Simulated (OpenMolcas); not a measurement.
**C2H7AlO (SMILES C[CH2][AlH][OH]): levels of theory compared**

Aim: a comparison of 6 runs (B3LYP/6-31G*, M06-2X/6-31G*, M06-L/6-31G*, SVWN5/6-31G*, TPSS/6-31G*, CCSD(T)/6-31G*) of C2H7AlO. 

The calculation is run with OpenMolcas 26.06.

1 further run of the same task is left out (set aside as unsound or not needed).

### Step 1. Starting point

C2H7AlO has 11 atoms, charge 0, and is taken as a singlet. As SMILES, `C[CH2][AlH][OH]`. The shape is that of a PBE0-D4/def2-TZVP optimisation. This is one conformer, not always the lowest.

Bond lengths: C1–C2 1.529 Å, C2–Al3 1.957 Å, Al3–O4 1.701 Å, C1–H5 1.094 Å, C1–H6 1.094 Å, C1–H7 1.094 Å, C2–H8 1.098 Å, C2–H9 1.098 Å, Al3–H10 1.582 Å, O4–H11 0.956 Å. Some angles: C1–C2–Al3 116.3°, C2–Al3–O4 121.1°, C1–C2–H8 110.2°, C1–C2–H9 110.2°, Al3–C2–H8 107.6°, Al3–C2–H9 107.6°, C2–C1–H5 111.7°, C2–C1–H6 112.3°, C2–C1–H7 111.7°, C2–Al3–H10 123.9°.

### Step 2. Energy and gradient at B3LYP/6-31G(d) (spherical functions) (run 1)

File calc.input:

```
&GATEWAY
  BASLIB=$CurrDir
  COORD
  11
  angstrom
  C       -1.111600       0.829400       0.106400
  C        0.175900       0.388000       0.802000
  Al       1.254500      -0.947900      -0.137800
  O        0.762600      -1.576800      -1.639300
  H       -1.791000      -0.011900      -0.058700
  H       -1.662600       1.575000       0.687600
  H       -0.910600       1.273300      -0.872900
  H       -0.049300      -0.010000       1.800700
  H        0.818800       1.256800       0.997900
  H        2.622300      -1.522700       0.412400
  H       -0.043800      -1.310100      -2.077800
  BASIS=6-31Gs
  GROUP=NoSym

&SEWARD
  GRIDINPUT
  Grid=UltraFine
  End of Grid

&SCF
  KSDFT=B3LYP
  THRESHOLDS=1e-10 1e-07 1e-07 1e-05
  PRORBITALS=1 2

&ALASKA
```

The basis set 6-31G* is read from a file made from the Basis Set Exchange's data (not shown).

Launch:

```sh
$ export MOLCAS_MEM=1860
$ pymolcas calc.input > calc.log
```

The program printed:

```text
--- Start Module: gateway ---
[...]
--- Stop Module: gateway /rc=_RC_ALL_IS_WELL_ ---
[...]
      Basis functions           74
[...]
--- Start Module: scf ---
[...]
       Convergence after  13 Iterations
[...]
::    Total KS-DFT energy                            -398.1220919134
[...]
      Total spin, S                                     0.0000000000
[...]
      Total electronic charge=   40.000000
      Total            charge=   -0.000000
[...]
      Dipole Moment (debye):
      Origin of the operator (angstrom)=    0.4565   -0.4718   -0.2451
                   X= -1.5472E+00               Y=  1.2190E+00               Z=  2.6719E-01           Total=  1.9877E+00
      Quadrupole Moment (debye*angstrom):
[...]
--- Stop Module: scf /rc=_RC_ALL_IS_WELL_ ---
[...]
--- Start Module: alaska ---
[...]
 *              Molecular gradients               *
 **************************************************
  Irreducible representation: a
 ------------------------------------------------------------------------------------------
                              X                       Y                       Z
 ------------------------------------------------------------------------------------------
  C1                2.94142524223595E-03   -1.06738563601283E-03    1.38761029930935E-03
  C2               -2.92102890448620E-03    1.22176422941767E-04   -2.93997624037035E-03
  AL3              -3.53536961580669E-03   -1.49440470491147E-03   -5.92768931681942E-03
  O4               -5.75021779020524E-03    7.09312023806241E-03    4.93752418227267E-03
  H5                1.75948240986123E-03    1.64129046212302E-03    2.39925323065160E-04
  H6                1.45260068416597E-03   -1.76011943978072E-03   -1.20829675508460E-03
  H7               -2.29944845965391E-04   -1.25300000025552E-03    2.09234893993093E-03
  H8                7.80388572040991E-04    6.43218160938708E-04   -1.89725119649431E-03
[...]
--- Stop Module: alaska /rc=_RC_ALL_IS_WELL_ ---
[...]
```

It took 47 s on 1 thread of Intel Xeon Platinum 8259CL at 2.50GHz (Skylake/Cascade Lake), shared host; peak memory 0.43 GiB.

### Step 3. Energy and gradient at M06-2X/6-31G(d) (spherical functions) (run 2)

File geom.xyz:

```xyz
11

C     -1.111600     0.829400     0.106400
C      0.175900     0.388000     0.802000
Al     1.254500    -0.947900    -0.137800
O      0.762600    -1.576800    -1.639300
H     -1.791000    -0.011900    -0.058700
H     -1.662600     1.575000     0.687600
H     -0.910600     1.273300    -0.872900
H     -0.049300    -0.010000     1.800700
H      0.818800     1.256800     0.997900
H      2.622300    -1.522700     0.412400
H     -0.043800    -1.310100    -2.077800
```

File calc.inp:

```
* C2H7AlO Kohn-Sham DFT
&gateway
baslib
$CurrDir
coord
geom.xyz
basis
6-31Gs
group
NoSym
&seward
gridinput
Grid=UltraFine
End of Grid
&scf
ksdft
M062X
thresholds
1e-10 1e-07 1e-07 1e-05
prorbitals
1 2
&alaska
```

The basis set 6-31G* is read from a file made from the Basis Set Exchange's data (not shown).

Launch:

```sh
$ export MOLCAS_MEM=1860
$ pymolcas calc.inp > calc.log
```

The program printed:

```text
--- Start Module: gateway ---
[...]
--- Stop Module: gateway /rc=_RC_ALL_IS_WELL_ ---
[...]
      Basis functions           74
[...]
--- Start Module: scf ---
[...]
       Convergence after  13 Iterations
[...]
::    Total KS-DFT energy                            -397.9985420172
[...]
      Total spin, S                                     0.0000000000
[...]
      Total electronic charge=   40.000000
      Total            charge=   -0.000000
[...]
      Dipole Moment (debye):
      Origin of the operator (angstrom)=    0.4565   -0.4718   -0.2451
                   X= -1.5189E+00               Y=  1.2365E+00               Z=  3.2457E-01           Total=  1.9852E+00
      Quadrupole Moment (debye*angstrom):
[...]
--- Stop Module: scf /rc=_RC_ALL_IS_WELL_ ---
[...]
--- Start Module: alaska ---
[...]
 *              Molecular gradients               *
 **************************************************
  Irreducible representation: a
 ------------------------------------------------------------------------------------------
                              X                       Y                       Z
 ------------------------------------------------------------------------------------------
  C1                2.12008103677519E-03   -6.04641780844073E-04    1.22660251517182E-03
  C2               -2.91838769949360E-03    5.26769212751521E-04   -2.31331081647301E-03
  AL3              -2.49604182198571E-03   -1.29916901306149E-03   -4.49877477007732E-03
  O4               -4.68274261689949E-03    4.55204340889015E-03    2.12186064113951E-03
  H5                5.78224951283790E-04    1.06732903749052E-03    9.92850877901130E-07
  H6                4.03764214950586E-04   -6.22589157427633E-04   -5.44721959420791E-04
  H7               -5.08963314792471E-04   -5.05371486489103E-04    1.01792969087677E-03
  H8                6.37514513512460E-04    2.72158393720190E-04   -4.18039189081565E-04
[...]
--- Stop Module: alaska /rc=_RC_ALL_IS_WELL_ ---
[...]
```

Wall time 57 s (1 thread of Intel Xeon Platinum 8259CL at 2.50GHz (Skylake/Cascade Lake), shared host); peak memory 0.43 GiB.

### Step 4. Energy and forces at M06-L/6-31G(d) (spherical functions) (run 3)

File mol.input:

```
&GATEWAY
 BasLib = $CurrDir
 Coord
 11
 angstrom
 C       -1.111600       0.829400       0.106400
 C        0.175900       0.388000       0.802000
 Al       1.254500      -0.947900      -0.137800
 O        0.762600      -1.576800      -1.639300
 H       -1.791000      -0.011900      -0.058700
 H       -1.662600       1.575000       0.687600
 H       -0.910600       1.273300      -0.872900
 H       -0.049300      -0.010000       1.800700
 H        0.818800       1.256800       0.997900
 H        2.622300      -1.522700       0.412400
 H       -0.043800      -1.310100      -2.077800
 Basis = 6-31Gs
 Group = NoSym

&SEWARD
 GridInput
 Grid=UltraFine
 End of Grid

&SCF
 KSDFT = M06L
 Thresholds = 1e-10 1e-07 1e-07 1e-05
 PrOrbitals = 1 2

&ALASKA
```

The basis set 6-31G* is read from a file made from the Basis Set Exchange's data (not shown).

Launch:

```sh
$ export MOLCAS_MEM=1860
$ pymolcas mol.input > mol.log
```

The program printed:

```text
--- Start Module: gateway ---
[...]
--- Stop Module: gateway /rc=_RC_ALL_IS_WELL_ ---
[...]
      Basis functions           74
[...]
--- Start Module: scf ---
[...]
       Convergence after  15 Iterations
[...]
::    Total KS-DFT energy                            -398.0694959571
[...]
      Total spin, S                                     0.0000000000
[...]
      Total electronic charge=   40.000000
      Total            charge=   -0.000000
[...]
      Dipole Moment (debye):
      Origin of the operator (angstrom)=    0.4565   -0.4718   -0.2451
                   X= -1.4400E+00               Y=  1.1680E+00               Z=  3.0188E-01           Total=  1.8785E+00
      Quadrupole Moment (debye*angstrom):
[...]
--- Stop Module: scf /rc=_RC_ALL_IS_WELL_ ---
[...]
--- Start Module: alaska ---
[...]
 *              Molecular gradients               *
 **************************************************
  Irreducible representation: a
 ------------------------------------------------------------------------------------------
                              X                       Y                       Z
 ------------------------------------------------------------------------------------------
  C1               -3.63319694503517E-03    8.33734975270062E-04   -2.72866003747654E-03
  C2                1.73954319411918E-04    1.52144565434398E-03    2.61202592187315E-03
  AL3              -1.63062378863543E-03   -2.32367052486748E-03   -5.19716426072225E-03
  O4               -3.52107057734941E-03    4.94242349311058E-03    3.95091123439251E-03
  H5                1.81215512758159E-03    1.71389131683553E-03    4.98282132772754E-04
  H6                1.83609802998230E-03   -1.77916820302260E-03   -8.24284418133203E-04
  H7               -1.34556130267943E-04   -1.12030857747447E-03    2.31304345560446E-03
  H8                8.44018537258462E-04   -2.17530557249046E-04   -1.77796230515348E-03
[...]
--- Stop Module: alaska /rc=_RC_ALL_IS_WELL_ ---
[...]
```

Run time: 62 s. Hardware: 1 thread of Intel Xeon Platinum 8259CL at 2.50GHz (Skylake/Cascade Lake), shared host; peak memory 0.43 GiB.

Runs 4 to 5 aren't shown in full; the table further down has their settings and results.

### Step 5. A single-point energy at CCSD(T)/6-31G(d) (spherical functions) (run 6)

File coord.xyz:

```xyz
11

C     -1.111600     0.829400     0.106400
C      0.175900     0.388000     0.802000
Al     1.254500    -0.947900    -0.137800
O      0.762600    -1.576800    -1.639300
H     -1.791000    -0.011900    -0.058700
H     -1.662600     1.575000     0.687600
H     -0.910600     1.273300    -0.872900
H     -0.049300    -0.010000     1.800700
H      0.818800     1.256800     0.997900
H      2.622300    -1.522700     0.412400
H     -0.043800    -1.310100    -2.077800
```

File test.inp:

```
&GATEWAY
BasLib=$CurrDir
Coord=coord.xyz
Basis=6-31Gs
Group=NoSym
&SEWARD
&SCF
Thresholds=1e-10 1e-07 1e-07 1e-05
PrOrbitals=1 1
&RASSCF
FileOrb=$Project.ScfOrb
Spin=1
Nactel=0 0 0
Inactive=20
Ras2=0
OutOrbitals=Canonical
OrbListing=NoCore
&MOTRA
JobIph
Frozen=8
&CCSDT
CCT
Triples=2
Iterations=80
Accuracy=1e-08
Extrapolation=5 4
```

The basis set 6-31G* is read from a file made from the Basis Set Exchange's data (not shown).

Launch:

```sh
$ export MOLCAS_MEM=1860
$ pymolcas test.inp > test.log
```

The program printed:

```text
--- Start Module: gateway ---
[...]
--- Stop Module: gateway /rc=_RC_ALL_IS_WELL_ ---
[...]
      Basis functions           74
[...]
       Convergence after  13 Iterations
[...]
::    Total SCF energy                               -396.6154726015
[...]
      Total spin, S                                     0.0000000000
[...]
      Number of active orbitals                  0
[...]
      Spin quantum number                      0.0
[...]
      Active orbitals                            0
[...]
      Number of CSFs                             1
[...]
      Number of root(s) required                 1
[...]
      Convergence after  4 iterations
[...]
      Natural orbitals and occupation numbers for root  1
      ************************************************************************************************************************
      *                                                    Final results                                                     *
      ************************************************************************************************************************
[...]
::    RASSCF root number  1 Total energy:   -396.61547260
[...]
      Total electronic charge=   40.000000
      Total            charge=   -0.000000
[...]
      Dipole Moment (debye):
      Origin of the operator (angstrom)=    0.4565   -0.4718   -0.2451
                   X= -1.4677E+00               Y=  1.2935E+00               Z=  4.6897E-01           Total=  2.0118E+00
      Quadrupole Moment (debye*angstrom):
[...]
--- Start Module: motra ---
[...]
      *** WARNING: Default frozen orbitals is overwritten by user input.
      *** Default values:   5
[...]
--- Stop Module: motra /rc=_RC_ALL_IS_WELL_ ---
--- Start Module: ccsdt ---
[...]
      Convergence after                    16  Iterations
      Total energy (diff) :    -397.15101540       0.00000000
[...]
 METHOD                       : CCSD+T(CCSD)+<T3(1)WT1> = CCSD(T)
[...]
       CCSD     =      -397.1510154035997
[...]
--- Stop Module: ccsdt /rc=_RC_ALL_IS_WELL_ ---
[...]
```

It took 36 s on 1 thread of Intel Xeon Platinum 8259CL at 2.50GHz (Skylake/Cascade Lake), shared host; peak memory 0.43 GiB.

### Step 6. The series

| run | level | task | integration grid | energy (Eh) | dipole moment (D) of the reference | HOMO energy (eV) | LUMO energy (eV) | wall time |
| --- | --- | --- | --- | --- | --- | --- | --- | --- |
| 1 | B3LYP/6-31G* (spherical functions) | gradient | UltraFine | -398.122092 | 1.99 | -7.11 | -0.47 | 47 s |
| 2 | M06-2X/6-31G* (spherical functions) | gradient | UltraFine | -397.998542 | 1.99 | -8.54 | 0.24 | 57 s |
| 3 | M06-L/6-31G* (spherical functions) | gradient | UltraFine | -398.069496 | 1.88 | -6.28 | -0.50 | 62 s |
| 4 | SVWN5/6-31G* (spherical functions) | gradient | UltraFine | -395.718056 | 2.09 | -6.05 | -1.20 | 39 s |
| 5 | TPSS/6-31G* (spherical functions) | gradient | UltraFine | -398.138590 | 1.97 | -6.17 | -0.87 | 65 s |
| 6 | CCSD(T)/6-31G* (spherical functions) | energy | – | -397.163079 | 2.01 | -10.54 | 2.30 | 36 s |

### Step 7. What came out

| quantity | value |
| --- | --- |
| run 6: total energy | -397.16308 Eh |
| run 6: dipole moment (mean-field density) | 2.01 D |
| run 6: HOMO energy (Hartree–Fock orbitals) | -10.54 eV |
| run 6: LUMO energy (Hartree–Fock orbitals) | 2.30 eV |
| run 6: HOMO–LUMO gap (Hartree–Fock orbitals) | 12.84 eV |
| run 6: correlation energy (8 core orbitals frozen) | -547.6 mEh |
| run 6: (T) correction | -12.06 mEh |

In words: Over runs 1, 2, 3, 4, 5 the dipole moment (its size) runs from 1.88 D (M06-L/6-31G*) to 2.09 D (SVWN5/6-31G*). Over runs 1, 2, 3, 4, 5 the HOMO–LUMO gap runs from 4.86 eV (SVWN5/6-31G*) to 8.78 eV (M06-2X/6-31G*). Totals of different functionals can't be ranked against each other. All runs together took 5.1 min, the longest 65 s.
